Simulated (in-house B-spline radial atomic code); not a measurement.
# Tm²⁺: a test of the box radius

Aim: see how the result and the number of iterations for Tm²⁺ depend on the box radius.

Method: Dirac-Coulomb BLYP, spherical fractional occupations, Fermi nucleus, basis-set limit. Code: in-house B-spline radial atomic code version 1.

### Step 1. The system

* element: thulium (Z = 69)
* charge: +2
* electrons: 67
* configuration: [Xe] 4f13
* Hamiltonian: Dirac-Coulomb
* nucleus: Fermi, rms radius 5.226 fm

Outer shells as boxes (Hund's rule):

[Xe] 4f13
```
[Xe] core
4f [↑↓][↑↓][↑↓][↑↓][↑↓][↑↓][↑ ]
```

The boxes only draw the filling; these runs are spin-restricted and spherical.

A run counts as converged when the orbital gradient is under the tolerance times 69 hartree (or under the basis's noise floor) and the energy moved by less than 1e-8 hartree times the root of its size. Energy differences under 4e-05 hartree are noise.

The run's settings:

```ini
Z = 69
electrons = 67.0
configuration = [Xe] 4f13
hamiltonian = dirac
method = b88,lyp
spin_polarised = False
nucleus = fermi
rms_radius = 5.2256
mass_number = 169
atomic_mass = 168.934218956
speed_of_light = 137.035999084
knot_spacing = 0.22
spline_order = 8
gauss_points = 12
box_radius = 22.22
max_iterations = 70
damping = 0.5
damped_steps = 3
diis_vectors = 10
tolerance = 1e-08
start = Thomas-Fermi
```

From the earlier run of the reference: total energy -13580.886312 hartree. Levels, eight at most:

```
orbital  occupation  energy (eV)  <r> (bohr)
  4p3/2           4      -326.67      0.5382
  4d3/2           4      -190.63      0.5652
  4d5/2           6      -182.12      0.5766
  5s1/2           2      -67.750       1.230
  5p1/2           2      -45.435       1.388
  5p3/2           4      -39.673       1.501
  4f5/2     5.57143      -18.095      0.7904
  4f7/2     7.42857      -16.896      0.8108
```

### Step 2. Box radius 0.89

The run's settings:

```ini
Z = 69
electrons = 67.0
configuration = [Xe] 4f13
hamiltonian = dirac
method = b88,lyp
spin_polarised = False
nucleus = fermi
rms_radius = 5.2256
mass_number = 169
atomic_mass = 168.934218956
speed_of_light = 137.035999084
knot_spacing = 0.22
spline_order = 8
gauss_points = 12
box_radius = 0.89
max_iterations = 70
damping = 0.5
damped_steps = 3
diis_vectors = 10
tolerance = 1e-08
start = Thomas-Fermi
```

Run with:

```sh
$ python run_scf.py task.json out
```

One command runs all members of the session, one after another, from task.json.

### Step 3. Box radius 1.33

The settings differ from step 2 so:

```diff
@@ -14,3 +14,3 @@
 gauss_points = 12
-box_radius = 0.89
+box_radius = 1.33
 max_iterations = 70
```

### Step 4. Box radius 2.22

The settings differ from step 3 so:

```diff
@@ -14,3 +14,3 @@
 gauss_points = 12
-box_radius = 1.33
+box_radius = 2.22
 max_iterations = 70
```

### Step 5. Box radius 3.33

The settings differ from step 4 so:

```diff
@@ -14,3 +14,3 @@
 gauss_points = 12
-box_radius = 2.22
+box_radius = 3.33
 max_iterations = 70
```

### Step 6. Box radius 4.44

The settings differ from step 5 so:

```diff
@@ -14,3 +14,3 @@
 gauss_points = 12
-box_radius = 3.33
+box_radius = 4.44
 max_iterations = 70
```

### Step 7. Box radius 6.67

The settings differ from step 6 so:

```diff
@@ -14,3 +14,3 @@
 gauss_points = 12
-box_radius = 4.44
+box_radius = 6.67
 max_iterations = 70
```

### Step 8. Box radius 11.11

The settings differ from step 7 so:

```diff
@@ -14,3 +14,3 @@
 gauss_points = 12
-box_radius = 6.67
+box_radius = 11.11
 max_iterations = 70
```

### Step 9. Box radius 44.44

The settings differ from step 8 so:

```diff
@@ -14,3 +14,3 @@
 gauss_points = 12
-box_radius = 11.11
+box_radius = 44.44
 max_iterations = 70
```

### Step 10. Box radius 88.88

The settings differ from step 9 so:

```diff
@@ -14,3 +14,3 @@
 gauss_points = 12
-box_radius = 44.44
+box_radius = 88.88
 max_iterations = 70
```

Which of these runs converge to the reference energy, which miss it and by about how much, and which fail?

The runs gave:

| run | outcome | iterations | energy less the reference (hartree) |
| --- | --- | --- | --- |
| reference | converged | 10 | 0 |
| box radius 0.89 | converged | 8 | +330 |
| box radius 1.33 | converged | 9 | +56.1 |
| box radius 2.22 | converged | 9 | +3.66 |
| box radius 3.33 | converged | 9 | +0.194 |
| box radius 4.44 | converged | 10 | +0.0133 |
| box radius 6.67 | converged | 10 | +0.000125 |
| box radius 11.11 | converged | 10 | below noise |
| box radius 44.44 | converged | 10 | below noise |
| box radius 88.88 | converged | 10 | below noise |

What this shows: Of 9 changed inputs, 3 gave the reference energy within 4e-05 hartree and 6 converged to another value. The worst converged miss is +330 hartree (box radius 0.89): so small a box squeezes the electrons and raises the energy.
